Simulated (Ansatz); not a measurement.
**GaH₅OSi: up Jacob's ladder to CCSD(T)**

One table from this session's results is given with a row withheld; the runs are named, their logs left out.

The runs use Ansatz 0.2.0, Gaussian basis; functionals in def2-TZVPP, the program's frozen cores in correlated methods.

The runs, in order: LDA (SPW92), PBE-D4, revPBE-D4, BLYP-D4, r2SCAN-D4, B97M-V, PBE0-D4, B3LYP-D4, r2SCANh-D4, r2SCAN0-D4, HSE06-D4, BHLYP-D4, CAM-B3LYP-D4, LC-ωPBE, ωB97X-V, ωB97M-V, B2PLYP, PBE-QIDH; CCSD(T)/def2-SVP; CCSD(T)/def2-TZVPP; MP2/def2-QZVPP; extrapolation to the limit; RPA on PBE.

**The geometry**

The geometry comes from an earlier relaxation with PBE0-D4 in a triple-zeta def2 set; it is a stationary point, not always the lowest conformer.

SMILES `O[SiH2][GaH2]`, 8 atoms, charge 0, spin multiplicity 1.

Atoms are counted from 1 here; the program's logs count them from 0.

Bond lengths: O1–Si2 1.662 Å, O1–H4 0.959 Å, Si2–Ga3 2.424 Å, Si2–H5 1.495 Å, Si2–H6 1.495 Å, Ga3–H7 1.574 Å, Ga3–H8 1.574 Å. Angles: Si2–O1–H4 117.5°, O1–Si2–Ga3 103.6°, O1–Si2–H5 110.6°, O1–Si2–H6 110.6°, Ga3–Si2–H5 113.3°, Ga3–Si2–H6 113.3°, H5–Si2–H6 105.5°, Si2–Ga3–H7 121.1°, Si2–Ga3–H8 121.1°, H7–Ga3–H8 117.7°.

Set-up of the first run:

Contents of in.yaml:

```yaml
crystal:
  periodic: [false, false, false]
  atoms:
    - {symbol: O, position_ang: [-1.428004, 0.012375, -1.041690]}
    - {symbol: Si, position_ang: [-0.235870, 0.746314, -0.146121]}
    - {symbol: Ga, position_ang: [1.048152, -1.115506, 0.725538]}
    - {symbol: H, position_ang: [-2.061796, 0.579848, -1.483323]}
    - {symbol: H, position_ang: [0.569752, 1.672124, -0.999831]}
    - {symbol: H, position_ang: [-0.832882, 1.604558, 0.922518]}
    - {symbol: H, position_ang: [2.264654, -1.711218, -0.075712]}
    - {symbol: H, position_ang: [0.676004, -1.788496, 2.098620]}
basis:
  gaussian: {orbitals: def2-TZVPP}
hamiltonian: {xc: lda}
output: {orbitals: {seedname: orbitals}}
```

Run with:

```console
ansatz run in.yaml --threads 2 --pin off --events-out ev --progress --plain --max-ram 4352MiB
```

Steps of the session up to this table: LDA; PBE-D4 (GGA); revPBE-D4 (GGA); BLYP-D4 (GGA); r2SCAN-D4 (meta-GGA); B97M-V (meta-GGA); B3LYP-D4 (hybrid); r2SCANh-D4 (hybrid); r2SCAN0-D4 (hybrid); HSE06-D4 (hybrid); BHLYP-D4 (hybrid); CAM-B3LYP-D4 (range-separated); LC-ωPBE (range-separated); ωB97X-V (range-separated); ωB97M-V (range-separated); B2PLYP (double hybrid); PBE-QIDH (double hybrid).

One of the session's tables, all rows but one given; the rest of the session is left out.

It belongs to the step «Orbital energies across the functionals». 

```
  functional  HOMO (eV)  LUMO (eV)  gap (eV)
 LDA (SPW92)      -6.43      -3.24      3.18
      PBE-D4      -6.34      -2.99      3.35
   revPBE-D4      -6.30      -2.87      3.43
     BLYP-D4      -6.22      -2.91      3.31
   r2SCAN-D4      -6.60      -2.75      3.85
      B97M-V      -6.70      -2.97      3.73
     PBE0-D4      -7.44      -2.16      5.27
    B3LYP-D4          ?          ?         ?
  r2SCANh-D4      -7.00      -2.46      4.54
  r2SCAN0-D4      -7.60      -2.03      5.56
    HSE06-D4      -7.04      -2.54      4.51
    BHLYP-D4      -8.43      -1.38      7.06
CAM-B3LYP-D4      -8.70      -1.23      7.47
     LC-ωPBE     -10.00      -0.03      9.98
     ωB97X-V      -9.68      -0.19      9.49
     ωB97M-V      -9.47      -0.43      9.04
```

Estimate the missing values for B3LYP-D4.

Worked estimate for «HOMO (eV)». Against the share of exact exchange, BLYP-D4 (0, -6.22), BHLYP-D4 (0.5, -8.43) give a slope of -4.42 per unit share; at 0.2 the line stands at -7.10.

The run gave: HOMO (eV): -7.25; LUMO (eV): -2.42; gap (eV): 4.83. In «HOMO (eV)» the line misses by +0.15.
